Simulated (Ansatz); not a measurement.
# Cu6BO6: the cost of one run

Method: DFT PBEsol, scalar-relativistic, plane waves, PAW, in Ansatz 0.2.0.

5 further runs of the same task are left out: 2 that didn't finish, 3 set aside as unsound or not needed.

## (1) The starting structure

Symmetry: P1, No. 1, triclinic system. The conventional cell has a = 2.894 Å, b = 5.857 Å, c = 23.291 Å, α = 90.00°, β = 90.00°, γ = 90.11°. O (site symmetry 1) is surrounded by 3 Cu at 1.93 Å. Cu (site symmetry 1) has 4 O at 1.93 Å in its first shell of neighbours. Cu (site symmetry 1) is surrounded by 3 O at 1.93 Å. Around O (site symmetry 1) lie 4 Cu at 1.93 to 1.96 Å. Around O (site symmetry 1) lie 4 Cu at 1.91 to 1.93 Å. Cu (site symmetry 1) has 4 O at 1.90 to 1.91 Å in its first shell of neighbours. Cu (site symmetry 1) has 4 O at 1.88 to 2.00 Å in its first shell of neighbours. O (site symmetry 1) has 4 Cu at 1.88 to 2.03 Å in its first shell of neighbours. Only part of the 12 independent sites is listed.

Coordinates:

```xyz
12
Lattice="2.8941 0.0000 0.0000 -0.0110 5.8567 0.0000 0.0000 0.0000 23.2908" Properties=species:S:1:pos:R:3 pbc="T T T"
O     1.4296    3.2513    8.5000
Cu    2.8766    2.1447    9.1292
Cu    1.4240    5.0730    9.1292
O     1.4295    1.0380    9.7583
O     1.4179    4.6811   11.0162
Cu    2.8654    3.5613   11.5749
Cu    1.4243    0.6131   11.6765
O     1.4185    2.4471   12.1084
O     1.4206    0.3494   13.6584
Cu    2.8571    5.0072   14.1742
Cu    1.4154    2.1841   14.1222
O     1.4103    3.9146   14.6733
```

Miller indices refer to the conventional cell of the relaxed bulk, C2/c (No. 15): a = 4.101 Å, b = 4.085 Å, c = 5.092 Å, α = 90.00°, β = 90.01°, γ = 90.00°.

This (111̅) slab, 6.3 Å thick as cut, with 17 Å of vacuum; its outer planes are O (top) and O (bottom), was relaxed beforehand with its lower half held: -42887.8416 eV, work function 5.41 eV (top face), 5.58 eV (bottom face), dipole along +c 0.016 e·Å per cell.

## (2) B put at a top (O) site

Input file input.yaml:

```yaml
crystal:
  lattice:
    - [2.8941129325, 0.0, 0.0]
    - [-0.0109977106, 5.8566685589, 0.0]
    - [0.0, 0.0, 25.2907962753]
  atoms:
    - { symbol: O, position: [0.4960777739, 0.5551530167, 0.3360906437] }
    - { symbol: Cu, position: [0.9953410326, 0.3661953023, 0.3609676738] }
    - { symbol: Cu, position: [0.4953410326, 0.8661953023, 0.3609676738] }
    - { symbol: O, position: [0.4946042913, 0.1772375879, 0.3858447039] }
    - { symbol: O, position: [0.4929717956, 0.7992832182, 0.4355828942] }
    - { symbol: Cu, position: [0.9923738174, 0.6080722866, 0.4576732511] }
    - { symbol: Cu, position: [0.4925317815, 0.1046832733, 0.4616912658] }
    - { symbol: O, position: [0.4917248962, 0.4178228757, 0.4787672878] }
    - { symbol: O, position: [0.491090918, 0.0596544808, 0.5400546046] }
    - { symbol: Cu, position: [0.9904479899, 0.8549488449, 0.5604479051] }
    - { symbol: Cu, position: [0.4904689339, 0.3729250244, 0.5583942629] }
    - { symbol: O, position: [0.489836928, 0.668401483, 0.5801835578] }
    - { symbol: B, position: [0.489836928, 0.668401483, 0.6394936714] }
basis:
  ecutwfc: 420
kpoints:
  mp_grid: { grid: [10, 5, 1] }
hamiltonian:
  xc: pbesol
scf:
  occupations: { method: gaussian, width: 0.1 }
output:
  forces: true
  eigenvalues: true
  write_density: true
  write_potential: true
  elf: true
  volumetric_format: npy
relax:
  adjacent_minimum: "off"
  f_tol: 0.03
  max_steps: 70
  constraints: [{ sites: [0, 1, 2, 3, 4] }]
efield:
  axis: 3
  dipole_correction: true
  ramp_width: 0.04
```

On the command line:

```bash
ansatz run input.yaml --threads 4 --pin off --max-ram 10240MiB --backend cpu --events-out ev --progress --plain --runs-dir out
```

Q: Estimate wall time and peak memory on 4 threads of Arm Neoverse V1, shared host.

About 15 min, with a peak of 1.5 GiB.
